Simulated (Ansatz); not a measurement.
**CuH4NO: ionisation energy by level of theory**

The task here is to estimate one member of a computed series from the others.

Method: unrestricted cation, the program's frozen cores in correlated methods; program: Ansatz 0.2.0, Gaussian basis.

Levels to be run: UKS PBE-D4/def2-TZVPP; UKS r2SCAN-D4/def2-TZVPP; UKS PBE0-D4/def2-TZVPP; UKS B3LYP-D4/def2-TZVPP; UKS wB97X-V/def2-TZVPP; UKS wB97M-V/def2-TZVPP; UKS B2PLYP (frozen core with 3s3p of Cu, Zn)/def2-TZVPP; UHF-MP2 with 3s3p of Cu, Zn/def2-TZVPP; UHF-MP2 with 3s3p of Cu, Zn/def2-QZVPP; then −ε(HOMO) from the neutral's earlier runs with LDA (SPW92), PBE-D4, revPBE-D4, BLYP-D4, r2SCAN-D4, B97M-V, PBE0-D4, B3LYP-D4, r2SCANh-D4, r2SCAN0-D4, HSE06-D4, BHLYP-D4, CAM-B3LYP-D4, LC-ωPBE, ωB97X-V, ωB97M-V.

1 further run of the same task is left out (it didn't finish).

### The relaxed structure

All runs share one geometry, relaxed beforehand with PBE0-D4 in a triple-zeta def2 set.

SMILES `[NH2][Cu-][OH2+]`, 7 atoms, charge 0, spin multiplicity 1.

Atoms are counted from 1 here; the program's logs count them from 0.

Bond lengths: N1–Cu2 1.815 Å, N1–H4 1.016 Å, N1–H5 1.017 Å, Cu2–O3 1.961 Å, O3–H6 0.963 Å, O3–H7 0.963 Å. Angles: Cu2–N1–H4 111.1°, Cu2–N1–H5 110.6°, H4–N1–H5 105.0°, N1–Cu2–O3 175.0°, Cu2–O3–H6 112.8°, Cu2–O3–H7 112.6°, H6–O3–H7 107.0°.

Set-up of the first run:

in.yaml reads:

```yaml
crystal:
  periodic: [false, false, false]
  atoms:
    - {symbol: N, position_ang: [-1.318567, 1.210277, -0.575156]}
    - {symbol: Cu, position_ang: [-0.133489, -0.024231, 0.029505]}
    - {symbol: O, position_ang: [1.071931, -1.470626, 0.576745]}
    - {symbol: H, position_ang: [-0.841477, 2.042325, -0.911651]}
    - {symbol: H, position_ang: [-1.912606, 1.536561, 0.182649]}
    - {symbol: H, position_ang: [1.182238, -2.141704, -0.105307]}
    - {symbol: H, position_ang: [1.951969, -1.152602, 0.803194]}
basis:
  gaussian: {orbitals: def2-TZVPP}
total_charge: 1
magnetization: {spin_polarized: true, initial_magnetization: 1}
hamiltonian: {xc: pbe, dispersion: d4}
```

Steps of the session up to this table: Cation, UKS PBE-D4/def2-TZVPP; Cation, UKS r2SCAN-D4/def2-TZVPP; Cation, UKS PBE0-D4/def2-TZVPP; Cation, UKS B3LYP-D4/def2-TZVPP; Cation, UKS wB97X-V/def2-TZVPP; Cation, UKS wB97M-V/def2-TZVPP; Cation, UKS B2PLYP (frozen core with 3s3p of Cu, Zn)/def2-TZVPP; Cation, UHF-MP2 with 3s3p of Cu, Zn/def2-TZVPP; Cation, UHF-MP2 with 3s3p of Cu, Zn/def2-QZVPP.

One of the session's tables, all rows but one given; the rest of the session is left out.

For comparison, −ε(HOMO) of the neutral from earlier runs:

| functional | −ε(HOMO) (eV) |
| --- | --- |
| LDA (SPW92) | 4.17 |
| PBE-D4 | 3.97 |
| revPBE-D4 | 3.89 |
| BLYP-D4 | 3.90 |
| r2SCAN-D4 | 4.12 |
| B97M-V | ? |
| PBE0-D4 | 5.17 |
| B3LYP-D4 | 5.01 |
| r2SCANh-D4 | 4.60 |
| r2SCAN0-D4 | 5.31 |
| HSE06-D4 | 4.76 |
| BHLYP-D4 | 6.30 |
| CAM-B3LYP-D4 | 6.57 |
| LC-ωPBE | 7.85 |
| ωB97X-V | 7.52 |
| ωB97M-V | 7.51 |

Q: Estimate the row for B97M-V from the others.

**Answer.** −ε(HOMO) (eV): 4.20. In the column «−ε(HOMO) (eV)» it lies between LDA (SPW92) (4.17) and r2SCANh-D4 (4.60).
